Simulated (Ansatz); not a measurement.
# C₂H₉SbSi: how energies converge with the basis set

Aim: see how fast density functionals converge with the basis set for C₂H₉SbSi.

The runs use Ansatz 0.2.0, Gaussian basis; one geometry, several basis sets.

Levels to be run: PBE0-D4/def2-SVP; ωB97M-V/def2-SVP; PBE0-D4/def2-QZVPP; ωB97M-V/def2-QZVPP; the functionals' def2-TZVPP values are taken from earlier runs.

## 1. The relaxed structure

An earlier PBE0-D4 in a triple-zeta def2 set relaxation fixed the geometry. Sb takes the def2 core potential; no spin-orbit term is included.

SMILES `C[CH2][SbH][SiH3]`, 13 atoms, charge 0, spin multiplicity 1.

Atoms are counted from 1 here; the program's logs count them from 0.

Bond lengths: C1–C2 1.518 Å, C1–H5 1.095 Å, C1–H6 1.093 Å, C1–H7 1.093 Å, C2–Sb3 2.180 Å, C2–H8 1.093 Å, C2–H9 1.091 Å, Sb3–Si4 2.570 Å, Sb3–H10 1.713 Å, Si4–H11 1.487 Å, Si4–H12 1.489 Å, Si4–H13 1.489 Å. Angles: C2–C1–H5 111.1°, C2–C1–H6 111.5°, C2–C1–H7 111.7°, H5–C1–H6 107.4°, H5–C1–H7 107.4°, H6–C1–H7 107.5°, C1–C2–Sb3 111.9°, C1–C2–H8 111.2°, C1–C2–H9 111.6°, Sb3–C2–H8 106.0°, Sb3–C2–H9 108.2°, H8–C2–H9 107.7°, C2–Sb3–Si4 94.2°, C2–Sb3–H10 93.8°, Si4–Sb3–H10 90.7°, Sb3–Si4–H11 110.3°, Sb3–Si4–H12 111.8°, Sb3–Si4–H13 109.1° and more.

Geometry (Å):

```xyz
13
charge 0, multiplicity 1
C    -0.5244    2.2489    0.1582
C    -0.5254    0.7447    0.3632
Sb    1.4554   -0.1178    0.0691
Si    0.5885   -2.5327   -0.0703
H    -1.5180    2.6713    0.3376
H    -0.2360    2.5143   -0.8621
H     0.1717    2.7493    0.8365
H    -0.8185    0.4845    1.3831
H    -1.2176    0.2472   -0.3172
H     1.3909    0.0254   -1.6364
H     1.6278   -3.4225   -0.6541
H    -0.6476   -2.6294   -0.8942
H     0.2736   -3.0178    1.3013
```

## 2. PBE0-D4 in def2-SVP

Contents of in.yaml:

```yaml
crystal:
  periodic: [false, false, false]
  atoms:
    - {symbol: C, position_ang: [-0.524394, 2.248866, 0.158207]}
    - {symbol: C, position_ang: [-0.525428, 0.744698, 0.363194]}
    - {symbol: Sb, position_ang: [1.455407, -0.117756, 0.069119]}
    - {symbol: Si, position_ang: [0.588521, -2.532735, -0.070342]}
    - {symbol: H, position_ang: [-1.518030, 2.671290, 0.337610]}
    - {symbol: H, position_ang: [-0.235988, 2.514257, -0.862056]}
    - {symbol: H, position_ang: [0.171663, 2.749257, 0.836455]}
    - {symbol: H, position_ang: [-0.818503, 0.484475, 1.383076]}
    - {symbol: H, position_ang: [-1.217574, 0.247218, -0.317171]}
    - {symbol: H, position_ang: [1.390888, 0.025444, -1.636425]}
    - {symbol: H, position_ang: [1.627817, -3.422488, -0.654082]}
    - {symbol: H, position_ang: [-0.647624, -2.629393, -0.894202]}
    - {symbol: H, position_ang: [0.273643, -3.017834, 1.301316]}
basis:
  gaussian: {orbitals: def2-SVP}
hamiltonian: {xc: pbe0, dispersion: d4}
output: {orbitals: {seedname: orbitals}}
```

Command:

```console
$ ansatz run in.yaml --threads 4 --pin off --events-out ev --progress --plain --max-ram 10444MiB
```

Output:

```text
Functional definition: PBE0
  name "PBE0"
  cite "Adamo & Barone, J. Chem. Phys. 110, 6158 (1999) doi:10.1063/1.478522"
  cite "Perdew, Burke & Ernzerhof, Phys. Rev. Lett. 77, 3865 (1996) doi:10.1103/PhysRevLett.77.3865"
  parent pbe
  parameter a = 0.25
  parameter kappa = 0.804
  parameter beta = 0.06672455060314922
  exchange = (1 - a)*pbe_x(kappa = kappa, mu = beta*pi^2/3) + a*exact_x
  correlation = pbe_c(beta = beta)
1396 factors; their error is unknown
mean field evaluation 1: about -16619.7151 eV, gradient 4.7e1 eV
mean field evaluation 2: about -16614.1971 eV, gradient 6.3e1 eV
mean field evaluation 4: about -16625.5783 eV, gradient 3.0e0 eV
mean field evaluation 8: about -16625.7494 eV, gradient 5.1e-2 eV
mean field -16625.74937478 eV, -610.9850201854 hartree, gradient 3.7e-5 eV, S^2 0.000000; 0 other end points of the search recorded, 0 dependent functions left out
reference -16625.74940548 eV, -610.9850213138 hartree; 29, 29 occupied and 88, 88 virtual orbitals, 1396 factors
Total energy: -16626.00810630 eV, -610.9945283934 hartree
```

It took 1.1 s on 4 threads of Arm Neoverse V2, shared host; peak memory 0.29 GiB.

## 3. ωB97M-V in def2-SVP

Changes to in.yaml since step 2:

```diff
@@ -18,3 +18,3 @@
   gaussian: {orbitals: def2-SVP}
-hamiltonian: {xc: pbe0, dispersion: d4}
+hamiltonian: {xc: {name: wB97M-V}}
 output: {orbitals: {seedname: orbitals}}
```

Same command.

Output, cut to the lines that bear on the results:

```text
Functional definition: wB97M-V
  name "wB97M-V"
  cite "Mardirossian & Head-Gordon, J. Chem. Phys. 144, 214110 (2016) doi:10.1063/1.4952647"
  cite "Becke, J. Chem. Phys. 107, 8554 (1997) doi:10.1063/1.475007"
  cite "Vydrov & Van Voorhis, J. Chem. Phys. 133, 244103 (2010) doi:10.1063/1.3521275"
  # Of w^i u^j: cxij and so on, Table III.
[...]
  gx(w, u) = 1 - cx + cx01*u + cx10*w
  gss(w, u) = css00 + css04*u^4 + css10*w + css20*w^2 + css43*w^4*u^3
  gos(w, u) = cos00 + cos10*w + (cos20 + cos21*u)*w^2 + (cos60 + cos61*u)*w^6
[...]
      + integral(e_c_pw_mod_opposite_spin*gos(b97_w_opposite, b97_u_opposite)) + vv10(b, c)
1367 factors; their error is unknown
386 factors; integrals over basis functions are off by at most 8.3e-6 eV
[...]
mean field -16628.01493046 eV, -611.0682778212 hartree, gradient 2.9e-5 eV, S^2 0.000000; 0 other end points of the search recorded, 0 dependent functions left out
reference -16628.01497937 eV, -611.0682796183 hartree; 29, 29 occupied and 88, 88 virtual orbitals, 1367 factors
Total energy: -16628.01497937 eV, -611.0682796183 hartree
```

Run time: 4.3 s. Hardware: 4 threads of Arm Neoverse V2, shared host; peak memory 0.4 GiB.

## 4. PBE0-D4 in def2-QZVPP

Changes to in.yaml since step 3:

```diff
@@ -17,4 +17,4 @@
 basis:
-  gaussian: {orbitals: def2-SVP}
-hamiltonian: {xc: {name: wB97M-V}}
+  gaussian: {orbitals: "def2-QZVPP.json"}
+hamiltonian: {xc: pbe0, dispersion: d4}
 output: {orbitals: {seedname: orbitals}}
```

Same command.

Output:

```text
Functional definition: PBE0
  name "PBE0"
  cite "Adamo & Barone, J. Chem. Phys. 110, 6158 (1999) doi:10.1063/1.478522"
  cite "Perdew, Burke & Ernzerhof, Phys. Rev. Lett. 77, 3865 (1996) doi:10.1103/PhysRevLett.77.3865"
  parent pbe
  parameter a = 0.25
  parameter kappa = 0.804
  parameter beta = 0.06672455060314922
  exchange = (1 - a)*pbe_x(kappa = kappa, mu = beta*pi^2/3) + a*exact_x
  correlation = pbe_c(beta = beta)
1747 factors; their error is unknown
mean field evaluation 1: about -16622.1526 eV, gradient 6.2e1 eV
mean field evaluation 2: about -16610.1847 eV, gradient 8.9e1 eV
mean field evaluation 4: about -16631.4992 eV, gradient 6.2e0 eV
mean field evaluation 8: about -16631.5532 eV, gradient 6.8e-2 eV
mean field evaluation 16: about -16631.5982 eV, gradient 1.7e-4 eV
mean field -16631.59821450 eV, -611.1999610809 hartree, gradient 1.1e-5 eV, S^2 0.000000; 0 other end points of the search recorded, 0 dependent functions left out
reference -16631.59826333 eV, -611.1999628751 hartree; 29, 29 occupied and 507, 507 virtual orbitals, 1747 factors
Total energy: -16631.85696414 eV, -611.2094699547 hartree
```

Wall time 9 s (4 threads of Arm Neoverse V2, shared host); peak memory 2.2 GiB.

## 5. ωB97M-V in def2-QZVPP

Changes to in.yaml since step 4:

```diff
@@ -18,3 +18,3 @@
   gaussian: {orbitals: "def2-QZVPP.json"}
-hamiltonian: {xc: pbe0, dispersion: d4}
+hamiltonian: {xc: {name: wB97M-V}}
 output: {orbitals: {seedname: orbitals}}
```

The command is unchanged.

Output, cut to the lines that bear on the results:

```text
Functional definition: wB97M-V
  name "wB97M-V"
  cite "Mardirossian & Head-Gordon, J. Chem. Phys. 144, 214110 (2016) doi:10.1063/1.4952647"
  cite "Becke, J. Chem. Phys. 107, 8554 (1997) doi:10.1063/1.475007"
  cite "Vydrov & Van Voorhis, J. Chem. Phys. 133, 244103 (2010) doi:10.1063/1.3521275"
  # Of w^i u^j: cxij and so on, Table III.
[...]
  gx(w, u) = 1 - cx + cx01*u + cx10*w
  gss(w, u) = css00 + css04*u^4 + css10*w + css20*w^2 + css43*w^4*u^3
  gos(w, u) = cos00 + cos10*w + (cos20 + cos21*u)*w^2 + (cos60 + cos61*u)*w^6
[...]
      + integral(e_c_pw_mod_opposite_spin*gos(b97_w_opposite, b97_u_opposite)) + vv10(b, c)
1727 factors; their error is unknown
459 factors; integrals over basis functions are off by at most 1.1e-5 eV
[...]
mean field -16634.10054125 eV, -611.2919198926 hartree, gradient 2.3e-5 eV, S^2 0.000000; 0 other end points of the search recorded, 0 dependent functions left out
reference -16634.10061814 eV, -611.2919227183 hartree; 29, 29 occupied and 507, 507 virtual orbitals, 1727 factors
Total energy: -16634.10061814 eV, -611.2919227183 hartree
```

It took 22 s on 4 threads of Arm Neoverse V2, shared host; peak memory 2.6 GiB.

## 6. Functionals by basis

The def2-TZVPP values come from earlier runs at the same geometry.

| functional | basis | functions | energy (eV) | from the largest (eV) | HOMO (eV) | LUMO (eV) |
| --- | --- | --- | --- | --- | --- | --- |
| PBE0-D4 | def2-SVP | 117 | -16626.0081 | 5.849 | -6.77 | -0.18 |
| PBE0-D4 | def2-TZVPP | 280 | -16631.4109 | 0.446 | -6.80 | -0.44 |
| PBE0-D4 | def2-QZVPP | 536 | -16631.8570 | 0.000 | -6.81 | -0.51 |
| ωB97M-V | def2-SVP | 117 | -16628.0150 | 6.086 | -8.75 | 1.60 |
| ωB97M-V | def2-TZVPP | 280 | -16633.6654 | 0.435 | -8.82 | 1.15 |
| ωB97M-V | def2-QZVPP | 536 | -16634.1006 | 0.000 | -8.82 | 0.93 |

## 7. Outcome

| quantity | value |
| --- | --- |
| PBE0-D4: double and triple zeta above quadruple | 5.85, 0.45 eV |
| ωB97M-V: double and triple zeta above quadruple | 6.09, 0.44 eV |

What this shows: PBE0-D4 gains 5.40 eV from double to triple zeta, then 0.45 eV more. Total energies overstate the basis error of differences, where much of it tends to cancel. The LUMO of ωB97M-V is positive and keeps falling with the basis (1.60 to 0.93 eV): an unbound level that the basis holds in place.

For PBE0-D4 the largest set took about 9 times as long as the smallest (9 s against 1.1 s).
